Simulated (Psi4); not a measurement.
# One shape, several levels: GeHF (SMILES [F][GeH])

Aim: a comparison of 4 runs (HF/STO-3G, B3LYP/6-31G*, DSD-PBEP86/def2-TZVPP, MP3/def2-TZVPP) of GeHF. 

The calculation is run with Psi4 1.11.

## (1) The structure to begin with

GeHF: 3 atoms, total charge 0, spin state singlet. SMILES: `[F][GeH]`. The F1–Ge2 distance was set to 3.865 Å, away from the relaxed value. At this shape a bond of the SMILES string is far longer than usual.

Bond lengths: Ge2–H3 1.609 Å.

## (2) The energy at HF/STO-3G (run 1)

Contents of job.json:

```json
{
 "schema_name": "qcschema_input",
 "schema_version": 1,
 "molecule": {
  "schema_name": "qcschema_molecule",
  "schema_version": 2,
  "symbols": ["F", "Ge", "H"],
  "geometry": [4.28614263, 3.76716525, 2.71379222, -1.24325082, 0.36887454, -0.63419209, -0.0476211, -2.40505444, -0.27854563],
  "molecular_charge": 0,
  "molecular_multiplicity": 1,
  "fix_symmetry": "c1"
 },
 "driver": "energy",
 "model": {
  "method": "scf",
  "basis": "STO-3G"
 },
 "keywords": {
  "puream": true,
  "e_convergence": 1e-09,
  "d_convergence": 1e-08,
  "scf_type": "pk",
  "scf_properties": ["LOWDIN_CHARGES", "MULLIKEN_CHARGES", "WIBERG_LOWDIN_INDICES"]
 }
}
```

On the command line:

```bash
$ psi4 --qcschema job.json -n 1 --memory 1600MB
```

stdout:

```text
[...]
  Running in c1 symmetry.
[...]
  Nuclear repulsion =   51.067051765557572
[...]
  Multiplicity = 1
[...]
  Nalpha       = 21
  Nbeta        = 21
[...]
    Number of basis functions: 24
[...]
   @RHF iter   1: -2149.71566108772640   -3.37380e+00   1.89223e-02 DIIS/ADIIS
[...]
   @RHF iter  66: -2149.94426225508278   -1.81899e-12   2.90161e-09 DIIS
[...]
  @RHF Final Energy: -2149.94426225508278
   => Energetics <=
    Nuclear Repulsion Energy =             51.0670517655575722
    One-Electron Energy =               -3124.8416022808787602
    Two-Electron Energy =                 923.8302882602383761
    Total Energy =                      -2149.9442622550827764
[...]
 Multipole Moments:
 ------------------------------------------------------------------------------------
     Multipole            Electronic (a.u.)      Nuclear  (a.u.)        Total (a.u.)
 ------------------------------------------------------------------------------------
 L = 1.  Multiply by 2.5417464519 to convert [e a0] to [Debye]
 Dipole X            :         -5.8008774            3.9297810           -1.8710964
 Dipole Y            :         -1.4091618            0.1923916           -1.2167702
 Dipole Z            :         -0.0000000           -0.0000000           -0.0000000
 Magnitude           :                                                    2.2319344
[...]
```

The result, in JSON:

```text
{
 "driver": "energy",
 "model": {
  "method": "scf",
  "basis": "STO-3G"
 },
 "success": true,
 "return_result": -2149.944262255083,
 "properties": {
  "calcinfo_nbasis": 24,
  "calcinfo_nmo": 24,
  "calcinfo_nalpha": 21,
  "calcinfo_nbeta": 21,
  "calcinfo_natom": 3,
  "nuclear_repulsion_energy": 51.06705176555757,
  "return_energy": -2149.944262255083,
  "scf_one_electron_energy": -3124.8416022808788,
  "scf_two_electron_energy": 923.8302882602384,
  "scf_dipole_moment": [-1.8710963675560777, -1.2167701524415517, -9.239948741627481e-10],
  "scf_total_energy": -2149.944262255083,
  "scf_iterations": 66
 }
}
```

Run time: 1.7 s. Hardware: 1 thread of Intel Xeon 6975P-C (Granite Rapids), shared host; peak memory 0.19 GiB.

## (3) A single-point energy at B3LYP/6-31G(d) (spherical functions) (run 2)

Contents of fgeh.inp:

```
memory 1.6 GB

molecule {
  0 1
  F      2.268129     1.993498     1.436077
  Ge    -0.657900     0.195200    -0.335600
  H     -0.025200    -1.272700    -0.147400
  symmetry c1
  no_reorient
  no_com
}

set {
  basis                6-31G*
  puream               true
  e_convergence        1e-09
  d_convergence        1e-08
  scf_type             pk
  dft_radial_points    99
  dft_spherical_points 590
}

e_tot, wfn = energy('b3lyp', return_wfn=True)
oeprop(wfn, 'QUADRUPOLE', 'WIBERG_LOWDIN_INDICES', 'MAYER_INDICES', title='B3LYP')
```

On the command line:

```bash
$ psi4 -i fgeh.inp -o fgeh.out -n 1
```

fgeh.out:

```text
[...]
  Running in c1 symmetry.
[...]
  Nuclear repulsion =   51.067051776732654
[...]
  Multiplicity = 1
[...]
  Nalpha       = 21
  Nbeta        = 21
[...]
    Number of basis functions: 48
[...]
   @RKS iter   1: -2175.69388079452347   -2.59406e+00   5.49320e-02 DIIS/ADIIS
[...]
   @RKS iter  27: -2177.00728099496564   -3.91083e-11   4.82362e-09 DIIS
[...]
  @RKS Final Energy: -2177.00728099496564
   => Energetics <=
    Nuclear Repulsion Energy =             51.0670517767326544
    One-Electron Energy =               -3133.9533075374238251
    Two-Electron Energy =                 978.1312322683556886
    DFT Exchange-Correlation Energy =     -72.2522575026302576
    Empirical Dispersion Energy =           0.0000000000000000
    VV10 Nonlocal Energy =                  0.0000000000000000
    Total Energy =                      -2177.0072809949656403
[...]
 Multipole Moments:
 ------------------------------------------------------------------------------------
     Multipole            Electronic (a.u.)      Nuclear  (a.u.)        Total (a.u.)
 ------------------------------------------------------------------------------------
 L = 1.  Multiply by 2.5417464519 to convert [e a0] to [Debye]
 Dipole X            :         -1.1124005           -1.2563636           -2.3687641
 Dipole Y            :        -44.8678913           43.3034181           -1.5644732
 Dipole Z            :         -5.2971028            3.8514376           -1.4456652
 Magnitude           :                                                    3.1856817
 L = 2.  Multiply by 1.3450342976 to convert [e a0^2] to [Debye ang]
 Quadrupole XX       :       -238.1924575          214.8029584          -23.3894991
 Quadrupole XY       :       -137.1329138          130.7586851           -6.3742287
[...]
```

Wall time 5.7 s (1 thread of Intel Xeon 6975P-C (Granite Rapids), shared host); peak memory 0.38 GiB.

## (4) A single-point energy at DSD-PBEP86/def2-TZVPP (density fitting for correlation) (run 3)

Contents of run_ase.py:

```python
import numpy as np
from ase.calculators.psi4 import Psi4
from ase import Atoms

atoms = Atoms(['F', 'Ge', 'H'], positions=[
    [2.268129, 1.993498, 1.436077],
    [-0.657900, 0.195200, -0.335600],
    [-0.025200, -1.272700, -0.147400],
])
calc = Psi4(atoms=atoms, method='dsd-pbep86', basis='def2-TZVPP', memory='1600MB', num_threads=1, charge=0, multiplicity=1, label='psi4-calc', reference='rks')
calc.psi4.set_options({'puream': True, 'e_convergence': 1e-09, 'd_convergence': 1e-08, 'scf_type': 'pk', 'dft_radial_points': 99, 'dft_spherical_points': 590, 'num_frozen_docc': 10})
atoms.calc = calc

print(f'energy: {atoms.get_potential_energy():.6f} eV')
```

On the command line:

```bash
$ python run_ase.py
```

psi4-calc.dat:

```text
[...]
  Running in c1 symmetry.
[...]
  Nuclear repulsion =   51.067051776732654
[...]
  Multiplicity = 1
[...]
  Nalpha       = 21
  Nbeta        = 21
[...]
    Number of basis functions: 93
[...]
   @RKS iter   1: -2174.96130252286503   -3.46799e+00   2.91060e-02 ADIIS/DIIS
[...]
   @RKS iter  17: -2176.08643609987712   -1.00044e-11   5.07284e-09 DIIS
[...]
  @RKS Final Energy: -2176.08643609987712
   => Energetics <=
    Nuclear Repulsion Energy =             51.0670517767326544
    One-Electron Energy =               -3134.5968460316712481
    Two-Electron Energy =                 932.8861749743389282
    DFT Exchange-Correlation Energy =     -25.4428168192769633
    Empirical Dispersion Energy =           0.0000000000000000
    VV10 Nonlocal Energy =                  0.0000000000000000
    Total Energy =                      -2176.0864360998766642
[...]
 Multipole Moments:
 ------------------------------------------------------------------------------------
     Multipole            Electronic (a.u.)      Nuclear  (a.u.)        Total (a.u.)
 ------------------------------------------------------------------------------------
 L = 1.  Multiply by 2.5417464519 to convert [e a0] to [Debye]
 Dipole X            :         -7.4799131            3.4480045           -4.0319086
 Dipole Y            :         -2.8426975            0.1915770           -2.6511205
 Dipole Z            :         -4.3448566            1.8854061           -2.4594505
 Magnitude           :                                                    5.4160524
[...]
```

On the terminal:

```text
energy: -59221.561096 eV
```

Wall time 6.3 s (1 thread of Intel Xeon 6975P-C (Granite Rapids), shared host); peak memory 0.71 GiB.

## (5) A single-point energy at MP3/def2-TZVPP (run 4)

Contents of fgeh.in:

```
memory 1600 MB

molecule mol {
  0 1
  F      2.268129     1.993498     1.436077
  Ge    -0.657900     0.195200    -0.335600
  H     -0.025200    -1.272700    -0.147400
  symmetry c1
}

set {
  reference       rhf
  puream          true
  e_convergence   1e-09
  d_convergence   1e-08
  scf_type        pk
  num_frozen_docc 10
  mp_type         conv
}

e, wfn = energy('mp3/def2-TZVPP', return_wfn=True)
```

On the command line:

```bash
$ psi4 -i fgeh.in -o fgeh.out -n 1
```

fgeh.out:

```text
[...]
  Running in c1 symmetry.
[...]
  Nuclear repulsion =   51.067051776732654
[...]
  Multiplicity = 1
[...]
  Nalpha       = 21
  Nbeta        = 21
[...]
    Number of basis functions: 93
[...]
   @RHF iter   1: -2174.20963856686876   -4.01437e+00   2.78211e-02 ADIIS/DIIS
[...]
   @RHF iter  14: -2175.22245898624533   -1.00044e-11   4.45791e-09 DIIS
[...]
  @RHF Final Energy: -2175.22245898624533
   => Energetics <=
    Nuclear Repulsion Energy =             51.0670517767326544
    One-Electron Energy =               -3134.6042035107598167
    Two-Electron Energy =                 908.3146927477820327
    Total Energy =                      -2175.2224589862453286
[...]
 Multipole Moments:
 ------------------------------------------------------------------------------------
     Multipole            Electronic (a.u.)      Nuclear  (a.u.)        Total (a.u.)
 ------------------------------------------------------------------------------------
 L = 1.  Multiply by 2.5417464519 to convert [e a0] to [Debye]
 Dipole X            :         -9.3739801            3.9297810           -5.4441991
 Dipole Y            :         -3.2895648            0.1923916           -3.0971732
 Dipole Z            :         -0.0000000            0.0000000           -0.0000000
 Magnitude           :                                                    6.2635282
[...]
	SCS-MP2 Total Energy (a.u.)        : -2175.68952583635064
	SOS-MP2 Total Energy (a.u.)        : -2175.68231852319059
[...]
	SOS-PI-MP2 Total Energy (a.u.)     : -2175.71769233372470
[...]
	MP2 Total Energy (a.u.)            : -2175.70394046267211
[...]
	SCS-MP3 Total Energy (a.u.)        : -2175.68676792126462
[...]
	MP3 Total Energy (a.u.)            : -2175.69290880232802
[...]
```

Wall time 6.3 s (1 thread of Intel Xeon 6975P-C (Granite Rapids), shared host); peak memory 0.64 GiB.

## (6) The series

| run | level | integration grid | frozen core orbitals | energy (Eh) | HOMO energy (eV) | LUMO energy (eV) | HOMO–LUMO gap (eV) | wall time |
| --- | --- | --- | --- | --- | --- | --- | --- | --- |
| 1 | HF/STO-3G | – | 0 | -2149.944262 | -1.78 | 1.88 | 3.66 | 1.7 s |
| 2 | B3LYP/6-31G* (spherical functions) | 99 radial × 590 angular | 0 | -2177.007281 | -6.20 | -5.01 | 1.18 | 5.7 s |
| 3 | DSD-PBEP86/def2-TZVPP (density fitting for correlation) | 99 radial × 590 angular | 10 | -2176.352246 | -7.69 | -3.85 | 3.83 | 6.3 s |
| 4 | MP3/def2-TZVPP | – | 10 | -2175.692909 | -8.65 | -2.95 | 5.69 | 6.3 s |

## (7) Results

```
                                           quantity           value
                                run 4: total energy  -2175.69291 Eh
         run 4: HOMO energy (Hartree–Fock orbitals)        -8.65 eV
         run 4: LUMO energy (Hartree–Fock orbitals)        -2.95 eV
       run 4: HOMO–LUMO gap (Hartree–Fock orbitals)         5.69 eV
run 4: correlation energy (10 core orbitals frozen)      -470.4 mEh
```

What this shows: Over runs 1, 2, 3 the HOMO–LUMO gap runs from 1.18 eV (B3LYP/6-31G*) to 3.83 eV (DSD-PBEP86/def2-TZVPP). The two ends differ in method and basis. A double hybrid's value is that of its SCF part. Totals of different functionals can't be ranked against each other. In run 1 the basis is minimal, so the values are rough. In runs 1, 2, 3, 4 a closed-shell determinant meets a far-stretched bond, which it describes badly. All runs together took 20 s, the longest 6.3 s.
